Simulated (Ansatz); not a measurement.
# C₃H₈AlCl: a ladder of functionals and wavefunction methods

One table from this session's results is given with a row withheld; the runs are named, their logs left out.

Computed with Ansatz 0.2.0, Gaussian basis. Level: functionals in def2-TZVPP, the program's frozen cores in correlated methods.

The runs, in order: LDA (SPW92), PBE-D4, revPBE-D4, BLYP-D4, r2SCAN-D4, B97M-V, PBE0-D4, B3LYP-D4, r2SCANh-D4, r2SCAN0-D4, HSE06-D4, BHLYP-D4, CAM-B3LYP-D4, LC-ωPBE, ωB97X-V, ωB97M-V, B2PLYP, PBE-QIDH; CCSD(T)/def2-SVP; CCSD(T)/def2-TZVPP; MP2/def2-QZVPP; extrapolation to the limit; RPA on PBE.

## The relaxed structure

All runs share one geometry, relaxed beforehand with PBE0-D4 in a triple-zeta def2 set.

SMILES `C[CH](C)[AlH][Cl]`, 13 atoms, charge 0, spin multiplicity 1.

Atoms are counted from 1 here; the program's logs count them from 0.

Bond lengths: C1–C2 1.527 Å, C1–H6 1.092 Å, C1–H7 1.094 Å, C1–H8 1.096 Å, C2–C3 1.530 Å, C2–Al4 1.959 Å, C2–H9 1.102 Å, C3–H10 1.094 Å, C3–H11 1.095 Å, C3–H12 1.096 Å, Al4–Cl5 2.107 Å, Al4–H13 1.582 Å. Angles: C2–C1–H6 112.3°, C2–C1–H7 111.4°, C2–C1–H8 111.1°, H6–C1–H7 107.1°, H6–C1–H8 107.8°, H7–C1–H8 107.0°, C1–C2–C3 111.8°, C1–C2–Al4 114.2°, C1–C2–H9 107.7°, C3–C2–Al4 111.5°, C3–C2–H9 107.4°, Al4–C2–H9 103.7°, C2–C3–H10 112.5°, C2–C3–H11 111.5°, C2–C3–H12 111.1°, H10–C3–H11 107.2°, H10–C3–H12 107.4°, H11–C3–H12 106.8° and more.

The first run:

Input file in.yaml:

```yaml
crystal:
  periodic: [false, false, false]
  atoms:
    - {symbol: C, position_ang: [-1.331453, -0.554317, 0.234672]}
    - {symbol: C, position_ang: [0.038501, 0.101716, 0.388039]}
    - {symbol: C, position_ang: [1.173485, -0.913768, 0.245074]}
    - {symbol: Al, position_ang: [0.319015, 1.657503, -0.768673]}
    - {symbol: Cl, position_ang: [-1.353144, 2.697098, -1.519208]}
    - {symbol: H, position_ang: [-2.148579, 0.158938, 0.363881]}
    - {symbol: H, position_ang: [-1.450660, -1.003736, -0.756039]}
    - {symbol: H, position_ang: [-1.468489, -1.356677, 0.968878]}
    - {symbol: H, position_ang: [0.097542, 0.520014, 1.406336]}
    - {symbol: H, position_ang: [2.160192, -0.460650, 0.377054]}
    - {symbol: H, position_ang: [1.164003, -1.389515, -0.740975]}
    - {symbol: H, position_ang: [1.080297, -1.716899, 0.985050]}
    - {symbol: H, position_ang: [1.739889, 2.225592, -1.169188]}
basis:
  gaussian: {orbitals: def2-TZVPP}
hamiltonian: {xc: lda}
output: {orbitals: {seedname: orbitals}}
```

Among the steps run: LDA; PBE-D4 (GGA); revPBE-D4 (GGA); BLYP-D4 (GGA); r2SCAN-D4 (meta-GGA); B97M-V (meta-GGA); PBE0-D4 (hybrid); B3LYP-D4 (hybrid); r2SCANh-D4 (hybrid); r2SCAN0-D4 (hybrid); HSE06-D4 (hybrid); BHLYP-D4 (hybrid); CAM-B3LYP-D4 (range-separated); LC-ωPBE-D4 (range-separated; the results give it without D4); ωB97X-V (range-separated); ωB97M-V (range-separated); B2PLYP (double hybrid); PBE-QIDH (double hybrid).

One of the session's tables, all rows but one given; the rest of the session is left out.

It belongs to the step «Frontier levels by functional». 

| functional | HOMO (eV) | gap (eV) |
| --- | --- | --- |
| LDA (SPW92) | -6.33 | 4.09 |
| PBE-D4 | -6.25 | 4.27 |
| revPBE-D4 | -6.20 | 4.36 |
| BLYP-D4 | -6.15 | 4.29 |
| r2SCAN-D4 | -6.48 | 4.82 |
| B97M-V | -6.59 | 4.74 |
| PBE0-D4 | -7.47 | 6.26 |
| B3LYP-D4 | -7.28 | 5.87 |
| r2SCANh-D4 | -6.93 | 5.53 |
| r2SCAN0-D4 | -7.62 | 6.60 |
| HSE06-D4 | -7.07 | 5.49 |
| BHLYP-D4 | -8.63 | 8.19 |
| CAM-B3LYP-D4 | ? | ? |
| LC-ωPBE | -10.14 | 10.97 |
| ωB97X-V | -9.81 | 10.49 |
| ωB97M-V | -9.65 | 10.04 |

Estimate the missing values for CAM-B3LYP-D4.

As computed: HOMO (eV): -8.82; gap (eV): 8.53. In the column «HOMO (eV)» it lies between ωB97M-V (-9.65) and BHLYP-D4 (-8.63).
